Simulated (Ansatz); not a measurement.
# GeAsH₄ (quartet): wave-function methods side by side, cc-pVDZ

The task here is to estimate one member of a computed series from the others.

Computed with Ansatz 0.2.0, Gaussian basis. Level: cc-pVDZ, core rule «outside noble gas», up to 28 orbitals frozen.

The runs, in order: UHF; CCSD(T) on ROHF; BCCD(T) on ROHF; CISD; CCSDT(Q) on ROHF; CCSDT(Q) on UHF.

18 further runs of the same task are left out: 10 that didn't finish, 8 set aside as unsound or not needed.

### The system

The geometry is a PBE0/def2-TZVP stationary point (not a proven minimum) of the parent state, kept for this charge and spin. No spin-orbit coupling is included. The filled d shell of Ge, As may be among the frozen orbitals whatever the setting's name suggests; the logs give the count.

6 atoms, charge 0, spin multiplicity 4.

Atoms are counted from 1 here; the program's logs count them from 0.

Bond lengths: Ge1–As2 2.420 Å, Ge1–H3 1.549 Å, Ge1–H4 1.550 Å, As2–H5 1.521 Å, As2–H6 1.521 Å. Angles: As2–Ge1–H3 108.8°, As2–Ge1–H4 108.8°, H3–Ge1–H4 107.8°, Ge1–As2–H5 94.1°, Ge1–As2–H6 94.1°, H5–As2–H6 92.9°.

The first run:

in.yaml

```yaml
crystal:
  periodic: [false, false, false]
  atoms:
    - {symbol: Ge, position_ang: [-0.060841, -0.000045, 1.221717]}
    - {symbol: As, position_ang: [0.066843, 0.000240, -1.195312]}
    - {symbol: H, position_ang: [0.677902, 1.250767, 1.760825]}
    - {symbol: H, position_ang: [0.674814, -1.253239, 1.759897]}
    - {symbol: H, position_ang: [-0.961710, -1.108698, -1.358010]}
    - {symbol: H, position_ang: [-0.974884, 1.096560, -1.359962]}
basis:
  gaussian: {orbitals: cc-pVDZ}
magnetization: {spin_polarized: true, initial_magnetization: 3}
hamiltonian: {xc: hf}
output: {orbitals: {seedname: orbitals}}
```

Run with:

```bash
$ ansatz run in.yaml --threads 1 --pin off --events-out ev --progress --plain --max-ram 2393MiB
```

Steps of the session up to this table: UHF; CCSD(T) on ROHF; BCCD(T) on ROHF; CISD; CCSDT(Q) on ROHF; CCSDT(Q) on UHF.

One of the session's tables, all rows but one given; the rest of the session is left out.

| method | from RCCSDT(Q) (kcal/mol) |
| --- | --- |
| ROHF | +149.87 |
| RMP2 | +32.08 |
| CISD | +17.68 |
| RCCSD | +4.84 |
| RCCSD(T) | +1.02 |
| BCCD(T) | +1.00 |
| RCCSDT | ? |
| RCCSDT(Q) | 0 |

Q: Estimate the row for RCCSDT from the others.

The run gave: from RCCSDT(Q) (kcal/mol): +0.17. In the column «from RCCSDT(Q) (kcal/mol)» it lies between RCCSDT(Q) (0) and BCCD(T) (+1.00).

Not comparable, so not listed: CCSDT(Q) on UHF (they don't share determinant, frozen orbitals or solution with the rows shown, or repeat one).
